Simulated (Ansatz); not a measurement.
# C2H7O2V: basis-set convergence

One table from this session's results is given with a row withheld; the runs are named, their logs left out.

Program: Ansatz 0.2.0, Gaussian basis. Level of theory: one geometry, several basis sets. These are calculated values, not measurements.

Levels to be run: PBE0-D4/def2-SVP; ωB97M-V/def2-SVP; PBE0-D4/def2-QZVPP; ωB97M-V/def2-QZVPP; the functionals' def2-TZVPP values are taken from earlier runs.

## Structure used throughout

All runs share one geometry, relaxed beforehand with PBE0-D4 in a triple-zeta def2 set.

SMILES `[CH3][V]([CH3])(=[O])[OH]`, 12 atoms, charge 0, spin multiplicity 1.

Atoms are counted from 1 here; the program's logs count them from 0.

Bond lengths: C1–V2 2.007 Å, C1–H6 1.092 Å, C1–H7 1.094 Å, C1–H8 1.094 Å, V2–C3 2.007 Å, V2–O4 1.555 Å, V2–O5 1.768 Å, C3–H9 1.094 Å, C3–H10 1.092 Å, C3–H11 1.094 Å, O5–H12 0.963 Å. Angles: V2–C1–H6 110.6°, V2–C1–H7 109.6°, V2–C1–H8 107.5°, H6–C1–H7 110.1°, H6–C1–H8 109.0°, H7–C1–H8 110.0°, C1–V2–C3 108.7°, C1–V2–O4 107.1°, C1–V2–O5 111.2°, C3–V2–O4 107.1°, C3–V2–O5 111.2°, O4–V2–O5 111.3°, V2–C3–H9 109.6°, V2–C3–H10 110.6°, V2–C3–H11 107.5°, H9–C3–H10 110.1°, H9–C3–H11 110.0°, H10–C3–H11 109.0° and more.

Set-up of the first run:

File in.yaml:

```yaml
crystal:
  periodic: [false, false, false]
  atoms:
    - {symbol: C, position_ang: [-1.689431, 0.154740, 0.210320]}
    - {symbol: V, position_ang: [0.160087, 0.431366, -0.517762]}
    - {symbol: C, position_ang: [1.304805, -1.126573, 0.020420]}
    - {symbol: O, position_ang: [0.049974, 0.403936, -2.068299]}
    - {symbol: O, position_ang: [0.848787, 1.957133, 0.050143]}
    - {symbol: H, position_ang: [-2.369056, 0.921168, -0.167694]}
    - {symbol: H, position_ang: [-1.660972, 0.183509, 1.303788]}
    - {symbol: H, position_ang: [-2.034352, -0.826713, -0.129556]}
    - {symbol: H, position_ang: [1.425526, -1.134583, 1.107918]}
    - {symbol: H, position_ang: [2.281144, -1.071502, -0.465264]}
    - {symbol: H, position_ang: [0.794942, -2.038209, -0.306339]}
    - {symbol: H, position_ang: [0.965746, 2.090429, 0.996429]}
basis:
  gaussian: {orbitals: def2-SVP}
hamiltonian: {xc: pbe0, dispersion: d4}
output: {orbitals: {seedname: orbitals}}
```

The run is started by

```bash
$ ansatz run in.yaml --threads 4 --pin off --events-out ev --progress --plain --max-ram 11315MiB
```

Steps of the session up to this table: PBE0-D4 in def2-SVP; ωB97M-V in def2-SVP; PBE0-D4 in def2-QZVPP; ωB97M-V in def2-QZVPP.

One table of the session follows, with a row left open; its other results are not shown here.

It belongs to the step «Functionals by basis». 

```
functional       basis  HOMO (eV)  LUMO (eV)
   PBE0-D4    def2-SVP      -8.38      -2.54
   PBE0-D4  def2-TZVPP      -8.42      -2.56
   PBE0-D4  def2-QZVPP      -8.42      -2.56
   ωB97M-V    def2-SVP          ?          ?
   ωB97M-V  def2-TZVPP     -10.83      -0.23
   ωB97M-V  def2-QZVPP     -10.83      -0.24
```

Q: Estimate the row for ωB97M-V, def2-SVP from the others.

As computed: HOMO (eV): -10.76; LUMO (eV): -0.17. In the column «HOMO (eV)» it lies between ωB97M-V, def2-QZVPP (-10.83) and PBE0-D4, def2-TZVPP (-8.42).
